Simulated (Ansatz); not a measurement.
# FHOS₂W: a ladder of functionals and wavefunction methods

An exercise on one series of results from a longer session: the logs are not shown, and one member is left open.

Method: functionals in def2-TZVPP, the program's frozen cores in correlated methods; program: Ansatz 0.2.0, Gaussian basis.

Levels to be run: LDA (SPW92), PBE-D4, revPBE-D4, BLYP-D4, r2SCAN-D4, B97M-V, PBE0-D4, B3LYP-D4, r2SCANh-D4, r2SCAN0-D4, HSE06-D4, BHLYP-D4, CAM-B3LYP-D4, LC-ωPBE, ωB97X-V, ωB97M-V, B2PLYP, PBE-QIDH; CCSD(T)/def2-SVP; CCSD(T)/def2-TZVPP; MP2/def2-QZVPP; extrapolation to the limit; RPA on PBE.

### Structure used throughout

An earlier PBE0-D4 in a triple-zeta def2 set relaxation fixed the geometry. W takes the def2 core potential; no spin-orbit term is included.

SMILES `[OH][W]([F])(=[S])=[S]`, 6 atoms, charge 0, spin multiplicity 1.

Atoms are counted from 1 here; the program's logs count them from 0.

Bond lengths: O1–W2 1.862 Å, O1–H6 0.962 Å, W2–F3 1.849 Å, W2–S4 2.118 Å, W2–S5 2.119 Å. Angles: W2–O1–H6 123.6°, O1–W2–F3 111.2°, O1–W2–S4 109.6°, O1–W2–S5 108.1°, F3–W2–S4 109.4°, F3–W2–S5 109.5°, S4–W2–S5 109.1°.

Set-up of the first run:

The input, in.yaml:

```yaml
crystal:
  periodic: [false, false, false]
  atoms:
    - {symbol: O, position_ang: [-0.741083, 0.824805, -1.003159]}
    - {symbol: W, position_ang: [0.191435, -0.060679, 0.343420]}
    - {symbol: F, position_ang: [-0.708332, 0.036888, 1.955526]}
    - {symbol: S, position_ang: [0.452917, -2.092447, -0.192821]}
    - {symbol: S, position_ang: [2.093078, 0.853817, 0.537113]}
    - {symbol: H, position_ang: [-1.245914, 0.373617, -1.686178]}
basis:
  gaussian: {orbitals: def2-TZVPP}
hamiltonian: {xc: lda}
output: {orbitals: {seedname: orbitals}}
```

The run is started by

```console
$ ansatz run in.yaml --threads 4 --pin off --events-out ev --progress --plain --max-ram 10444MiB
```

Steps of the session up to this table: LDA; PBE-D4 (GGA); revPBE-D4 (GGA); BLYP-D4 (GGA); r2SCAN-D4 (meta-GGA); B97M-V (meta-GGA); PBE0-D4 (hybrid); B3LYP-D4 (hybrid); r2SCANh-D4 (hybrid); r2SCAN0-D4 (hybrid); HSE06-D4 (hybrid); BHLYP-D4 (hybrid); CAM-B3LYP-D4 (range-separated); LC-ωPBE (range-separated); ωB97X-V (range-separated); ωB97M-V (range-separated); B2PLYP (double hybrid); PBE-QIDH (double hybrid).

One of the session's tables, all rows but one given; the rest of the session is left out.

It belongs to the step «Orbital energies across the functionals». 

```
  functional  HOMO (eV)  LUMO (eV)  gap (eV)
 LDA (SPW92)      -6.55      -3.69      2.86
      PBE-D4      -6.39      -3.50      2.88
   revPBE-D4      -6.32      -3.44      2.89
     BLYP-D4      -6.20      -3.36      2.84
   r2SCAN-D4      -6.67      -3.50      3.18
      B97M-V      -6.71      -3.41      3.29
     PBE0-D4      -7.51      -2.85      4.66
    B3LYP-D4      -7.26      -3.00      4.26
  r2SCANh-D4      -7.08      -3.24      3.84
  r2SCAN0-D4      -7.69      -2.84      4.85
    HSE06-D4      -7.12      -3.22      3.90
    BHLYP-D4      -8.46      -2.00      6.45
CAM-B3LYP-D4      -8.68      -1.80      6.88
     LC-ωPBE      -9.96      -0.80      9.16
     ωB97X-V          ?          ?         ?
     ωB97M-V      -9.46      -0.82      8.65
```

**Question.** Estimate the row for ωB97X-V.

As computed: HOMO (eV): -9.63; LUMO (eV): -0.82; gap (eV): 8.80. In the column «HOMO (eV)» it lies between LC-ωPBE (-9.96) and ωB97M-V (-9.46).
